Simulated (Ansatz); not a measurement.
Born–Oppenheimer molecular dynamics of a periodic cell of 20 atoms, Al2O3 (start crystal Al2O3, start structure R-3c, volume 1.05 times the crystal's). It starts from an unrelaxed structure (largest force component 0.22 eV/Å).

Computed with Ansatz 0.2.0, DFT LDA, scalar-relativistic, plane waves, PAW. Settings: PAW set soft_1, cutoff 420 eV, k mesh 3x3x3, fermi-dirac smearing 0.17 eV, no spin polarisation.

| Item | Value |
| --- | --- |
| ensemble | NVT, Langevin thermostat |
| time step | 1 fs |
| steps asked | 220 |
| set temperature | 2000 K |
| friction | 0.02 /fs |
| seed | 577119 |

Frames 5 fs apart, positions in Å, forces in eV/Å.

Velocities at 70 fs (Å/ps):

```
Al 1.46 -5.43 10.47
Al 3.23 15.28 9.92
Al -4.15 -11.16 6.83
Al 9.56 9.88 -0.08
O -18.42 0.37 -9.62
O 6.17 6.06 -5.32
O 5.87 -0.30 -8.40
O -0.56 14.02 0.10
O 10.89 -5.18 -7.98
O 12.47 12.42 10.56
Al -7.64 18.72 7.71
Al 8.59 -3.08 5.27
Al -5.09 -2.67 -1.48
Al -5.77 5.28 -4.38
O 0.41 8.68 2.48
O -16.44 -2.74 -4.39
O 15.18 2.59 4.72
O 8.54 8.91 9.15
O -3.32 6.97 -9.30
O 6.51 -7.02 -1.58
```

```xyz
20
Lattice="-2.4092 -1.3909 8.7631 2.4092 -1.3909 8.7631 0.0000 2.7819 8.7631" Properties=species:S:1:pos:R:3:forces:R:3 time_fs=70 energy_less_start_eV=3.854 T=1670
Al -0.236 0.203 4.561 2.57 -0.90 0.44
Al 0.072 0.267 1.906 -0.31 0.02 -1.21
Al -0.103 0.001 8.440 -0.02 1.71 0.04
Al 0.013 0.332 11.133 -0.41 -1.24 -1.85
O 1.199 0.069 16.577 2.57 0.02 -3.79
O -0.882 1.328 16.486 -0.49 -0.53 -1.12
O -0.839 -1.341 16.400 -0.74 0.68 -1.25
O 0.854 1.383 14.275 -0.32 0.18 -0.68
O -1.863 0.186 14.217 1.80 -1.80 -0.41
O 0.739 -1.607 14.255 -1.24 1.65 -0.24
Al -0.132 0.264 17.840 1.09 -1.21 -0.82
Al -0.116 -0.172 15.076 0.24 1.72 1.55
Al 0.080 0.089 21.642 -1.86 0.93 -0.42
Al -0.125 -0.139 24.264 -1.46 1.65 2.93
O -0.854 -1.040 11.920 -1.50 -1.38 1.07
O 1.516 0.213 11.998 3.33 -1.39 0.95
O -0.589 1.700 12.096 -2.14 1.02 -0.24
O -1.549 0.229 9.665 0.01 -1.62 3.51
O 0.798 -1.118 9.922 -1.70 0.62 -0.57
O 0.597 1.488 9.702 0.60 -0.10 2.11
20
Lattice="-2.4092 -1.3909 8.7631 2.4092 -1.3909 8.7631 0.0000 2.7819 8.7631" Properties=species:S:1:pos:R:3:forces:R:3 time_fs=75 energy_less_start_eV=4.280 T=1444
Al -0.223 0.180 4.609 3.20 -1.09 0.20
Al 0.088 0.326 1.943 -0.64 -0.42 -0.90
Al -0.124 -0.029 8.484 0.69 2.91 -1.19
Al 0.053 0.384 11.115 -2.21 -1.89 -1.68
O 1.121 0.060 16.503 3.69 -0.02 -1.86
O -0.850 1.354 16.467 -1.46 -0.70 -0.78
O -0.813 -1.344 16.342 -1.70 0.52 0.06
O 0.863 1.454 14.300 -0.06 -0.29 -1.67
O -1.794 0.154 14.188 0.65 0.06 0.11
O 0.782 -1.533 14.305 -1.74 -0.06 -1.14
Al -0.168 0.343 17.861 2.38 -2.54 -1.56
Al -0.079 -0.177 15.090 -0.56 2.16 1.49
Al 0.044 0.076 21.623 -1.05 1.41 0.24
Al -0.153 -0.094 24.238 -0.52 0.86 2.83
O -0.875 -1.008 11.944 -0.84 -1.38 0.57
O 1.474 0.212 11.988 4.73 -1.43 1.55
O -0.541 1.707 12.113 -2.91 1.43 -0.27
O -1.493 0.252 9.741 -0.68 -0.69 2.33
O 0.781 -1.086 9.887 -0.90 0.46 -0.07
O 0.633 1.470 9.723 -0.09 0.69 1.74
20
Lattice="-2.4092 -1.3909 8.7631 2.4092 -1.3909 8.7631 0.0000 2.7819 8.7631" Properties=species:S:1:pos:R:3:forces:R:3 time_fs=80 energy_less_start_eV=4.549 T=1672
Al -0.182 0.169 4.668 3.09 -1.62 -0.52
Al 0.095 0.384 1.968 -1.09 -1.22 0.32
Al -0.143 -0.040 8.517 1.14 3.59 -1.92
Al 0.044 0.417 11.085 -1.32 -2.24 0.64
O 1.104 0.049 16.425 4.41 0.02 0.89
O -0.828 1.376 16.437 -1.78 -0.89 -0.04
O -0.814 -1.379 16.317 -1.71 1.25 1.07
O 0.860 1.528 14.315 0.26 -1.00 -2.12
O -1.714 0.107 14.167 -0.17 2.06 1.00
O 0.810 -1.445 14.342 -1.54 -1.70 -1.79
Al -0.143 0.397 17.844 1.97 -3.35 -1.47
Al -0.034 -0.171 15.111 -2.47 2.46 0.48
Al 0.015 0.077 21.586 -0.17 1.89 0.92
Al -0.190 -0.062 24.235 0.65 0.30 1.87
O -0.922 -0.985 11.991 0.21 -1.60 -0.04
O 1.516 0.199 11.997 2.64 -1.32 0.32
O -0.544 1.720 12.128 -2.86 1.31 -0.50
O -1.442 0.259 9.861 -0.62 0.50 -0.09
O 0.774 -1.050 9.855 -0.34 -0.04 0.34
O 0.701 1.434 9.765 -0.29 1.60 0.63
20
Lattice="-2.4092 -1.3909 8.7631 2.4092 -1.3909 8.7631 0.0000 2.7819 8.7631" Properties=species:S:1:pos:R:3:forces:R:3 time_fs=85 energy_less_start_eV=4.630 T=1374
Al -0.121 0.126 4.726 2.39 -0.98 -1.18
Al 0.096 0.426 1.999 -1.59 -2.02 0.92
Al -0.164 -0.025 8.520 1.13 3.37 -1.99
Al 0.024 0.409 11.067 0.14 -1.45 2.55
O 1.118 0.052 16.363 4.72 -0.05 3.04
O -0.860 1.376 16.417 -1.25 -0.56 0.50
O -0.856 -1.397 16.334 -1.01 1.84 0.97
O 0.824 1.559 14.295 1.30 -1.66 -1.22
O -1.644 0.093 14.164 -0.99 2.52 1.41
O 0.809 -1.379 14.315 -1.75 -2.12 -1.30
Al -0.078 0.412 17.806 0.64 -3.38 -0.55
Al -0.016 -0.142 15.137 -4.10 1.98 -1.36
Al -0.023 0.089 21.555 0.75 2.40 1.21
Al -0.226 -0.036 24.248 1.44 0.20 0.67
O -0.978 -0.992 12.004 1.49 -1.84 0.15
O 1.589 0.182 11.996 0.19 -1.20 -0.59
O -0.580 1.744 12.153 -2.37 0.48 -1.28
O -1.421 0.299 9.991 -0.68 1.34 -2.96
O 0.742 -0.989 9.798 0.35 -0.86 1.00
O 0.786 1.428 9.807 -0.79 1.97 0.01
20
Lattice="-2.4092 -1.3909 8.7631 2.4092 -1.3909 8.7631 0.0000 2.7819 8.7631" Properties=species:S:1:pos:R:3:forces:R:3 time_fs=90 energy_less_start_eV=4.195 T=1651
Al -0.072 0.070 4.768 1.41 0.79 -1.82
Al 0.073 0.452 2.039 -1.09 -2.32 0.26
Al -0.191 0.019 8.511 1.15 2.36 -1.21
Al 0.015 0.400 11.071 1.19 -0.82 2.79
O 1.169 0.051 16.377 3.14 -0.33 2.07
O -0.908 1.371 16.418 -0.55 -0.10 0.34
O -0.914 -1.383 16.371 -0.01 1.87 0.27
O 0.782 1.547 14.283 2.40 -2.46 0.12
O -1.586 0.093 14.182 -1.99 1.91 1.15
O 0.788 -1.348 14.242 -2.21 -1.58 0.05
Al -0.040 0.393 17.750 -0.30 -2.49 0.89
Al -0.023 -0.104 15.138 -3.42 1.36 -1.67
Al -0.046 0.131 21.529 1.04 2.27 0.94
Al -0.263 -0.008 24.281 2.05 0.23 -0.04
O -0.995 -1.046 12.006 1.89 -1.81 0.56
O 1.663 0.148 12.000 -1.47 -0.21 -0.38
O -0.658 1.764 12.165 -1.17 -0.18 -1.68
O -1.415 0.350 10.072 -1.35 1.13 -4.21
O 0.676 -0.966 9.778 0.94 -0.99 1.16
O 0.842 1.457 9.812 -1.64 1.36 0.43
20
Lattice="-2.4092 -1.3909 8.7631 2.4092 -1.3909 8.7631 0.0000 2.7819 8.7631" Properties=species:S:1:pos:R:3:forces:R:3 time_fs=95 energy_less_start_eV=3.900 T=2157
Al -0.017 0.010 4.790 -0.61 2.66 -2.16
Al 0.027 0.470 2.065 0.25 -2.75 -0.82
Al -0.224 0.079 8.486 1.52 0.82 0.23
Al 0.018 0.380 11.115 0.81 -0.33 1.34
O 1.265 0.058 16.408 0.55 -0.18 0.36
O -0.960 1.352 16.410 0.38 0.64 -0.07
O -0.987 -1.323 16.400 1.41 0.90 -0.65
O 0.777 1.502 14.257 2.87 -2.98 1.31
O -1.537 0.070 14.203 -3.00 1.58 0.45
O 0.719 -1.317 14.153 -0.93 -1.49 1.11
Al -0.018 0.356 17.702 -1.00 -1.36 2.12
Al -0.027 -0.045 15.124 -2.37 0.65 -1.18
Al -0.044 0.187 21.520 0.55 1.12 0.51
Al -0.278 0.019 24.299 2.38 0.81 -0.01
O -0.958 -1.146 12.018 0.53 -0.68 0.17
O 1.700 0.109 12.016 -2.00 1.35 0.52
O -0.765 1.798 12.166 0.99 -0.86 -1.87
O -1.444 0.405 10.096 -1.04 0.47 -3.72
O 0.594 -0.953 9.778 1.43 -0.67 0.90
O 0.870 1.525 9.789 -2.72 0.31 1.47
20
Lattice="-2.4092 -1.3909 8.7631 2.4092 -1.3909 8.7631 0.0000 2.7819 8.7631" Properties=species:S:1:pos:R:3:forces:R:3 time_fs=100 energy_less_start_eV=4.529 T=1990
Al 0.017 -0.029 4.784 -1.80 3.16 -2.26
Al -0.016 0.473 2.061 1.38 -3.36 -2.50
Al -0.259 0.168 8.451 2.62 -1.98 2.83
Al 0.034 0.334 11.177 -0.33 0.14 -0.61
O 1.372 0.074 16.455 -2.47 1.56 -1.87
O -1.004 1.341 16.398 1.28 1.25 -0.54
O -1.057 -1.244 16.401 2.74 0.04 -1.11
O 0.841 1.458 14.232 1.71 -2.27 1.28
O -1.541 0.066 14.205 -3.43 1.33 -0.37
O 0.649 -1.301 14.111 0.45 -1.42 1.76
Al -0.019 0.300 17.657 -1.63 0.06 3.44
Al -0.069 0.027 15.091 -1.00 -0.05 -0.51
Al -0.064 0.242 21.509 1.07 -1.27 0.79
Al -0.269 0.064 24.313 2.22 0.89 0.09
O -0.915 -1.253 12.022 -1.65 1.77 -0.57
O 1.710 0.070 12.001 -2.05 2.63 1.90
O -0.853 1.816 12.097 2.78 -1.08 -0.66
O -1.473 0.485 10.084 -0.74 -0.99 -2.84
O 0.536 -0.951 9.794 1.54 -0.07 0.14
O 0.855 1.613 9.788 -2.70 -0.34 1.62
20
Lattice="-2.4092 -1.3909 8.7631 2.4092 -1.3909 8.7631 0.0000 2.7819 8.7631" Properties=species:S:1:pos:R:3:forces:R:3 time_fs=105 energy_less_start_eV=5.352 T=1815
Al 0.048 -0.071 4.743 -1.87 3.01 -1.63
Al -0.074 0.435 2.031 1.47 -2.70 -3.22
Al -0.253 0.250 8.456 3.24 -3.76 4.29
Al 0.032 0.298 11.232 -0.90 0.32 -1.98
O 1.429 0.127 16.509 -3.65 3.00 -3.59
O -1.017 1.347 16.387 1.77 1.49 -0.83
O -1.082 -1.183 16.362 3.11 -0.37 -0.91
O 0.924 1.387 14.226 -0.15 -0.44 0.30
O -1.576 0.076 14.180 -3.22 0.96 -0.97
O 0.619 -1.305 14.106 1.01 -1.44 1.62
Al -0.020 0.255 17.611 -2.56 1.18 3.96
Al -0.129 0.069 15.044 0.18 -0.32 0.30
Al -0.069 0.302 21.513 2.50 -4.18 1.59
Al -0.239 0.105 24.308 1.71 0.48 0.50
O -0.911 -1.336 12.002 -3.45 4.29 -1.29
O 1.704 0.065 11.997 -1.56 2.27 1.94
O -0.885 1.797 12.019 3.08 -0.89 0.65
O -1.536 0.573 10.014 0.00 -2.92 -1.48
O 0.505 -0.959 9.838 1.49 0.71 -0.41
O 0.813 1.673 9.789 -2.21 -0.70 1.15
20
Lattice="-2.4092 -1.3909 8.7631 2.4092 -1.3909 8.7631 0.0000 2.7819 8.7631" Properties=species:S:1:pos:R:3:forces:R:3 time_fs=110 energy_less_start_eV=4.771 T=2377
Al 0.076 -0.112 4.688 -1.69 3.00 -0.93
Al -0.148 0.366 1.975 1.11 -1.02 -2.09
Al -0.225 0.300 8.512 1.99 -1.98 2.88
Al 0.019 0.269 11.288 -0.82 0.18 -2.22
O 1.455 0.239 16.535 -2.94 0.95 -2.72
O -1.000 1.339 16.382 1.78 1.73 -0.80
O -1.064 -1.134 16.322 2.53 -0.35 -0.19
O 0.991 1.329 14.216 -1.76 0.88 -0.33
O -1.677 0.072 14.152 -1.00 0.83 -0.71
O 0.625 -1.354 14.138 0.72 -1.03 1.11
Al -0.056 0.223 17.605 -3.19 2.74 1.84
Al -0.191 0.090 15.011 0.63 -0.21 0.49
Al -0.043 0.317 21.531 1.79 -3.88 0.84
Al -0.200 0.163 24.312 0.98 -0.19 0.53
O -0.941 -1.340 11.956 -2.16 3.39 0.01
O 1.681 0.089 12.036 -0.84 0.73 0.15
O -0.851 1.785 11.953 1.65 -0.81 1.75
O -1.618 0.645 9.911 1.27 -5.13 0.74
O 0.495 -0.958 9.873 1.10 1.40 -0.55
O 0.724 1.721 9.823 -1.15 -1.24 0.20
20
Lattice="-2.4092 -1.3909 8.7631 2.4092 -1.3909 8.7631 0.0000 2.7819 8.7631" Properties=species:S:1:pos:R:3:forces:R:3 time_fs=115 energy_less_start_eV=4.997 T=2781
Al 0.087 -0.125 4.628 -1.08 2.95 -0.08
Al -0.223 0.295 1.911 1.13 1.13 -0.33
Al -0.182 0.317 8.595 0.17 0.46 -0.06
Al 0.009 0.241 11.325 -0.57 -0.07 -1.25
O 1.438 0.380 16.507 -1.89 -2.19 -0.10
O -0.950 1.356 16.339 1.24 1.69 0.04
O -1.040 -1.087 16.258 1.48 -0.01 1.07
O 1.045 1.284 14.206 -3.44 2.30 -1.01
O -1.819 0.092 14.117 2.17 0.59 -0.04
O 0.615 -1.397 14.191 0.71 -0.43 0.15
Al -0.104 0.214 17.634 -4.08 5.48 -2.35
Al -0.240 0.113 14.985 0.55 0.16 0.41
Al 0.001 0.308 21.583 -0.07 -2.95 -0.36
Al -0.165 0.234 24.322 0.37 -0.81 0.25
O -1.012 -1.291 11.913 0.57 1.48 1.63
O 1.648 0.089 12.083 -0.69 0.16 -1.40
O -0.766 1.786 11.929 -0.84 -1.25 2.22
O -1.733 0.618 9.792 3.59 -7.12 3.59
O 0.501 -0.933 9.906 0.28 1.34 -0.88
O 0.622 1.781 9.857 0.40 -2.91 -1.50
20
Lattice="-2.4092 -1.3909 8.7631 2.4092 -1.3909 8.7631 0.0000 2.7819 8.7631" Properties=species:S:1:pos:R:3:forces:R:3 time_fs=120 energy_less_start_eV=5.507 T=2573
Al 0.100 -0.104 4.570 -0.84 2.57 0.47
Al -0.291 0.250 1.849 1.30 3.24 1.31
Al -0.152 0.351 8.678 -0.99 1.06 -1.75
Al -0.025 0.215 11.380 -0.49 -0.31 -1.11
O 1.389 0.490 16.466 -0.98 -3.38 1.52
O -0.870 1.417 16.330 -0.34 1.48 0.19
O -1.027 -1.026 16.174 0.71 0.00 2.15
O 1.035 1.275 14.174 -3.90 3.09 -1.10
O -1.940 0.118 14.083 4.16 0.53 0.38
O 0.624 -1.425 14.229 0.62 0.22 -0.59
Al -0.174 0.269 17.634 -1.47 3.47 -1.50
Al -0.289 0.129 14.949 1.15 0.60 0.45
Al 0.044 0.296 21.638 -1.42 -3.08 -1.05
Al -0.125 0.280 24.328 -0.35 -0.95 0.32
O -1.078 -1.242 11.901 2.02 0.71 1.95
O 1.601 0.095 12.042 -0.06 -0.05 -1.02
O -0.714 1.765 11.941 -2.47 -0.98 2.14
O -1.811 0.499 9.720 2.32 -4.15 1.83
O 0.517 -0.867 9.928 -1.14 0.19 -1.41
O 0.516 1.782 9.883 2.16 -4.25 -3.17
```

Of the whole run (220 fs, mean temperature of the second half 2504 K): The mean temperature of the second half is 25 % above the set value. A run of 0.22 ps of so small a system gives no equilibrium averages. Limits of this set-up: PAW files made for another functional.

The run took 25 min on 2 threads of Arm Neoverse V1, with other jobs on the host, peak memory 0.48 GiB.
